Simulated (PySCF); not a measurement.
# C2H7FOSi: the cost of one run

Programs: PySCF 2.14.0, with density-fitted response routines of our own. Each step states its level of theory. These are calculated values for one molecule in the gas phase, unless marked as measured. Atoms count from 0, in the outputs and in this text.

## Step 1: The starting structure

12 atoms, charge 0, multiplicity 1; geometry from: GFN2-xTB. The atoms were then displaced at random by about 0.01 Å, so the start is not that level's minimum.

Bonds of the start (Å): O0–C1 1.39, C1–C2 1.50, C2–F3 1.40, C2–Si4 1.94, O0–H5 0.98, C1–H6 1.09, C1–H7 1.09, C2–H8 1.09, Si4–H9 1.47, Si4–H10 1.44, Si4–H11 1.47.

## Step 2: Relaxing the molecule at PBE0-D3(BJ)/def2-SVP

What the job is given:

```
{"job": {"xc": "PBE0", "basis": "def2-SVP", "d3": "d3bj", "grid": 1, "shake": 0.01, "kind": "geom"}, "charge": 0, "multiplicity": 1}
O     -0.956530     1.137030    -0.795860
C     -1.281210    -0.105140    -0.253590
C     -0.132720    -0.607710     0.577720
F     -0.184130    -0.057390     1.864510
Si     1.536300    -0.015060    -0.218770
H     -0.937230     1.805970    -0.081510
H     -2.191600    -0.069930     0.338150
H     -1.405510    -0.763810    -1.106820
H     -0.181760    -1.681750     0.751120
H      2.598000    -0.819630     0.405660
H      1.436030    -0.247660    -1.634510
H      1.740040     1.396810     0.144870
```

Launch:

```bash
OMP_NUM_THREADS=1 python probes_run.py task.json out
```

The driver reads the jobs from task.json and runs them one after another.

Q: Estimate the wall time and peak memory of this first job on 1 thread of Arm Neoverse V1, shared host.

About 35 s, with a peak of 0.46 GiB.
